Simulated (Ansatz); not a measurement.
# Hf (bcc type): the cost of one run

Method: DFT PBEsol, with the methods named in each step, in Ansatz 0.2.0.

This is Hf in the bcc structure; at room conditions it is hcp.

1 further run of the same task is left out (it didn't finish). Runs told in other sessions of the task aren't counted.

### Step 1. Starting point

Symmetry: Im-3m, No. 229, cubic system. Conventional cell: a = 3.493 Å, b = 3.493 Å, c = 3.493 Å, α = 90.00°, β = 90.00°, γ = 90.00°. Around Hf (site symmetry m-3m) lie 8 Hf at 3.02 Å.

As a file:

```
CELL_PARAMETERS angstrom
-1.74629 1.74629 1.74629
1.74629 -1.74629 1.74629
1.74629 1.74629 -1.74629
ATOMIC_POSITIONS crystal
Hf 0.00000 0.00000 0.00000
```

Whether this phase is the stable one at these pressures isn't tested.

### Step 2. The reference volume, LAPW

input.yaml

```yaml
crystal:
  lattice:
    - [-1.7462891998, 1.7462891998, 1.7462891998]
    - [1.7462891998, -1.7462891998, 1.7462891998]
    - [1.7462891998, 1.7462891998, -1.7462891998]
  atoms:
    - { symbol: Hf, position: [0.0, 0.0, 0.0] }
kpoints:
  mp_grid: { grid: [15, 15, 15] }
  band_path:
    path:
      - [0.0, 0.0, 0.0]
      - [0.5, -0.5, 0.5]
      - [0.0, 0.0, 0.5]
      - [0.0, 0.0, 0.0]
      - [0.25, 0.25, 0.25]
      - [0.5, -0.5, 0.5]
      - [0.25, 0.25, 0.25]
      - [0.0, 0.0, 0.5]
    npoints: 14
scf:
  occupations: { method: fermi_dirac, width: 0.08 }
hamiltonian:
  xc: pbesol
  pseudopotentials: { kind: all_electron, lapw: { basis_error: 0.001 } }
output:
  forces: true
  stress: true
  eigenvalues: true
  populations: true
  dos: { projected: true, de: 0.2, e_range: [-14, 8] }
```

Command:

```console
ansatz run input.yaml --threads 1 --pin off --max-ram 2048MiB --backend cpu --events-out ev --progress --plain --runs-dir out
```

What time and memory should one allow on 1 thread of Arm Neoverse V1, shared host?

About 20 s, with a peak of 0.32 GiB.
